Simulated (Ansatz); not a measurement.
# BFH₄OSi: basis-set convergence

An exercise on one series of results from a longer session: the logs are not shown, and one member is left open.

Program: Ansatz 0.2.0, Gaussian basis. Level of theory: one geometry, several basis sets. These are calculated values, not measurements.

The runs, in order: PBE0-D4/def2-SVP; ωB97M-V/def2-SVP; PBE0-D4/def2-QZVPP; ωB97M-V/def2-QZVPP; the functionals' def2-TZVPP values are taken from earlier runs.

## The geometry

All runs share one geometry, relaxed beforehand with PBE0-D4 in a triple-zeta def2 set.

8 atoms, charge 0, spin multiplicity 1.

Atoms are counted from 1 here; the program's logs count them from 0.

Bond lengths: B1–O2 1.352 Å, B1–H5 1.197 Å, B1–H6 1.203 Å, O2–Si3 1.641 Å, Si3–F4 1.589 Å, Si3–H7 1.479 Å, Si3–H8 1.474 Å. Angles: O2–B1–H5 118.0°, O2–B1–H6 119.8°, H5–B1–H6 122.2°, B1–O2–Si3 132.4°, O2–Si3–F4 107.9°, O2–Si3–H7 110.5°, O2–Si3–H8 108.0°, F4–Si3–H7 108.2°, F4–Si3–H8 108.2°, H7–Si3–H8 114.0°.

Set-up of the first run:

Input file in.yaml:

```yaml
crystal:
  periodic: [false, false, false]
  atoms:
    - {symbol: B, position_ang: [-0.781782, 1.310480, -0.304509]}
    - {symbol: O, position_ang: [-0.684136, -0.035837, -0.234360]}
    - {symbol: Si, position_ang: [0.530440, -1.034018, 0.237327]}
    - {symbol: F, position_ang: [1.130904, -1.719955, -1.064459]}
    - {symbol: H, position_ang: [-1.798889, 1.778510, -0.727765]}
    - {symbol: H, position_ang: [0.136773, 1.996320, 0.059282]}
    - {symbol: H, position_ang: [1.609141, -0.262563, 0.891786]}
    - {symbol: H, position_ang: [-0.050353, -2.090039, 1.086798]}
basis:
  gaussian: {orbitals: def2-SVP}
hamiltonian: {xc: pbe0, dispersion: d4}
output: {orbitals: {seedname: orbitals}}
```

Launch:

```
ansatz run in.yaml --threads 2 --pin off --events-out ev --progress --plain --max-ram 4352MiB
```

Steps of the session up to this table: PBE0-D4 in def2-SVP; ωB97M-V in def2-SVP; PBE0-D4 in def2-QZVPP; ωB97M-V in def2-QZVPP.

One of the session's tables, all rows but one given; the rest of the session is left out.

It belongs to the step «Functionals by basis». 

```
functional       basis  HOMO (eV)
   PBE0-D4    def2-SVP      -8.69
   PBE0-D4  def2-TZVPP      -8.75
   PBE0-D4  def2-QZVPP      -8.76
   ωB97M-V    def2-SVP          ?
   ωB97M-V  def2-TZVPP     -11.11
   ωB97M-V  def2-QZVPP     -11.12
```

Estimate the missing values for ωB97M-V, def2-SVP.

**Answer.** HOMO (eV): -11.00. In the column «HOMO (eV)» it lies between ωB97M-V, def2-TZVPP (-11.11) and PBE0-D4, def2-QZVPP (-8.76).
